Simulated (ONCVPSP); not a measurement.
**Pseudopotential generation for Ag: ONCV, PBEsol**

Task: generate the file, and judge it by its errors in other configurations, its logarithmic derivatives, its ghosts and its cutoff.

The numbers are computed with ONCVPSP 4.0.1 (PBEsol, scalar-relativistic, spin-unpolarised reference atom).

### 1 Starting point

Typed settings, in words:

* element: silver (Ag, Z = 47)
* type: optimised norm-conserving Vanderbilt (ONCV)
* frozen core: [Ar] 3d10 4s2
* valence charge: 17
* reference configuration: 4p6 4d9 5s2
* partial waves: 5s: rc 2.20 bohr, ncon 4, nbas 8, qcut 2.9 1/bohr, 2 projectors, debl 2.6 Ha; 4p: rc 1.25 bohr, ncon 4, nbas 8, qcut 11.2 1/bohr, 2 projectors, debl 3.9 Ha; 4d: rc 1.25 bohr, ncon 4, nbas 8, qcut 9.9 1/bohr, local
* local potential: the d channel
* core correction: polynomial model core, fcfact 0.2

An earlier all-electron run gives the scale for the radii.

All-electron outer shells of the reference configuration (PBEsol, scalar-relativistic, ld1.x):

| shell | level (eV) | outermost node (bohr) | outermost maximum (bohr) |
| --- | --- | --- | --- |
| 4s | -99.10 | 0.44 | 0.82 |
| 4p | -62.48 | 0.44 | 0.87 |
| 4d | -10.71 | 0.43 | 1.03 |
| 5s | -5.59 | 1.10 | 2.40 |
| 5p | -1.19 | 1.24 | 3.32 |

### 2 Generation

Contents of Ag.dat:

```
# ATOM AND REFERENCE CONFIGURATION
# atsym  z   nc   nv     iexc    psfile
  Ag 47.00    7    3  -116133      upf
#
#   n    l    f
    1    0    2.00
    2    0    2.00
    2    1    6.00
    3    0    2.00
    3    1    6.00
    3    2   10.00
    4    0    2.00
    4    1    6.00
    4    2    9.00
    5    0    2.00
#
# PSEUDOPOTENTIAL AND OPTIMIZATION
# lmax
    2
#
#   l,   rc,      ep,       ncon, nbas, qcut
    0    2.20    0.00    4    8    2.90
    1    1.25    0.00    4    8   11.20
    2    1.25    0.00    4    8    9.90
#
# LOCAL POTENTIAL
# lloc, lpopt,  rc(5),   dvloc0
    2    5    1.25    0.00
#
# VANDERBILT-KLEINMAN-BYLANDER PROJECTORs
# l, nproj, debl
    0    2    2.60
    1    2    3.90
    2    0    3.50
#
# MODEL CORE CHARGE
# icmod, fcfact, rcfact
    1    0.20    0.00
#
# LOG DERIVATIVE ANALYSIS
# epsh1, epsh2, depsh
   -4.00    5.00    0.02
#
# OUTPUT GRID
# rlmax, drl
    6.00    0.01
#
# TEST CONFIGURATIONS
# ncnf
    4
# nvcnf
#   n    l    f
    3
    4    1    6.00
    4    2   10.00
    5    0    1.00
#
    3
    4    1    6.00
    4    2   10.00
    5    0    0.00
#
    3
    4    1    6.00
    4    2    9.00
    5    0    0.00
#
    3
    4    1    6.00
    4    2    7.00
    5    0    0.00
#
```

Started as:

```bash
$ oncvpsp.x < Ag.dat > Ag.out
```

What does the calculation give? Wanted: cutoffs for 1 and 0.1 mHa per electron, occupied waves; bound ghosts; GHOST(+) flags; largest test error; largest phase difference near zero energy, channels read; rms error of d²Exc/dn², without and with the model core.

**Answer**, as computed:

| quantity | value |
| --- | --- |
| cutoffs for 1 and 0.1 mHa per electron, occupied waves | 43 Ha and 51 Ha |
| bound ghosts | s at -78.17 eV |
| GHOST(+) flags | none at low energy |
| largest test error (AE − PS) | +102 meV, for 4p6 4d7 5s0 |
| largest phase difference near zero energy, channels read | 0.001 rad |
| rms error of d²Exc/dn², without and with the model core | 3.34 and 0.41 mHa |

**Reading.** It has a bound ghost (s), a state that the atom doesn't have, and that rules the file out. By total energies transferability is fair for so large an energy: the largest error is 102 meV on 113.7 eV, for 4p6 4d7 5s0. That test lies far up in energy; among those under 40 eV, nearer to bonding, the largest error is 95 meV. By its cutoff, 43 Ha for the looser tolerance, it is hard. At the looser tolerance the 4p wave is the slowest; 4d needs 35 Ha. Near zero energy the phases of the channels with partial waves agree within 0.001 rad. These are tests on the free atom; a crystal test is still owed.
